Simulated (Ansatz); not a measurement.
**ClGeH3N radical: a ladder of functionals and wavefunction methods**

One table from this session's results is given with a row withheld; the runs are named, their logs left out.

The runs use Ansatz 0.2.0, Gaussian basis; functionals in def2-TZVPP, the program's frozen cores in correlated methods.

The runs, in order: LDA (SPW92), PBE-D4, revPBE-D4, BLYP-D4, r2SCAN-D4, B97M-V, PBE0-D4, B3LYP-D4, r2SCANh-D4, r2SCAN0-D4, HSE06-D4, BHLYP-D4, CAM-B3LYP-D4, LC-ωPBE, ωB97X-V, ωB97M-V, B2PLYP, PBE-QIDH; CCSD(T)/def2-SVP; CCSD(T)/def2-TZVPP; MP2/def2-QZVPP; extrapolation to the limit; RPA on PBE.

### The geometry

An earlier PBE0-D4 in a triple-zeta def2 set relaxation fixed the geometry.

6 atoms, charge 0, spin multiplicity 2.

Atoms are counted from 1 here; the program's logs count them from 0.

Bond lengths: N1–Ge2 1.850 Å, N1–H4 1.025 Å, Ge2–Cl3 2.163 Å, Ge2–H5 1.533 Å, Ge2–H6 1.533 Å. Angles: Ge2–N1–H4 110.5°, N1–Ge2–Cl3 112.3°, N1–Ge2–H5 108.2°, N1–Ge2–H6 108.2°, Cl3–Ge2–H5 107.3°, Cl3–Ge2–H6 107.3°, H5–Ge2–H6 113.7°.

As a file:

```xyz
6
charge 0, multiplicity 2
N    -0.5232   -1.3830   -0.2630
Ge    0.4156    0.1637    0.1217
Cl   -0.8031    1.9384   -0.0879
H    -1.4899   -1.1616   -0.5212
H     1.5703    0.2835   -0.8787
H     0.8725    0.0950    1.5829
```

Set-up of the first run:

in.yaml

```yaml
crystal:
  periodic: [false, false, false]
  atoms:
    - {symbol: N, position_ang: [-0.523216, -1.383041, -0.262984]}
    - {symbol: Ge, position_ang: [0.415560, 0.163720, 0.121689]}
    - {symbol: Cl, position_ang: [-0.803130, 1.938366, -0.087896]}
    - {symbol: H, position_ang: [-1.489891, -1.161576, -0.521186]}
    - {symbol: H, position_ang: [1.570322, 0.283506, -0.878721]}
    - {symbol: H, position_ang: [0.872455, 0.095024, 1.582898]}
basis:
  gaussian: {orbitals: def2-TZVPP}
magnetization: {spin_polarized: true, initial_magnetization: 1}
hamiltonian: {xc: lda}
output: {orbitals: {seedname: orbitals}}
```

Steps of the session up to this table: LDA; PBE-D4 (GGA); revPBE-D4 (GGA); BLYP-D4 (GGA); r2SCAN-D4 (meta-GGA); B97M-V (meta-GGA); PBE0-D4 (hybrid); B3LYP-D4 (hybrid); r2SCANh-D4 (hybrid); r2SCAN0-D4 (hybrid); HSE06-D4 (hybrid); BHLYP-D4 (hybrid); CAM-B3LYP-D4 (range-separated); LC-ωPBE-D4 (range-separated; the results give it without D4); ωB97X-V (range-separated); ωB97M-V (range-separated); B2PLYP (double hybrid); PBE-QIDH (double hybrid).

One of the session's tables, all rows but one given; the rest of the session is left out.

It belongs to the step «Orbital energies across the functionals». 

```
  functional  HOMO (eV)  LUMO (eV)  gap (eV)
 LDA (SPW92)          ?          ?         ?
      PBE-D4      -6.86      -5.02      1.84
   revPBE-D4      -6.81      -4.86      1.95
     BLYP-D4      -6.73      -5.00      1.73
   r2SCAN-D4      -7.20      -4.31      2.88
      B97M-V      -7.29      -4.46      2.83
     PBE0-D4      -8.28      -3.47      4.81
    B3LYP-D4      -8.03      -3.98      4.05
  r2SCANh-D4      -7.72      -3.78      3.94
  r2SCAN0-D4      -8.50      -3.00      5.51
    HSE06-D4      -7.88      -3.87      4.00
    BHLYP-D4      -9.59      -2.03      7.55
CAM-B3LYP-D4      -9.67      -2.37      7.31
     LC-ωPBE     -11.11      -0.82     10.29
     ωB97X-V     -10.70      -1.31      9.40
     ωB97M-V     -10.54      -1.40      9.13
```

**Question.** Estimate the row for LDA (SPW92).

As computed: HOMO (eV): -6.92; LUMO (eV): -5.60; gap (eV): 1.31. In the column «HOMO (eV)» it lies between r2SCAN-D4 (-7.20) and PBE-D4 (-6.86).
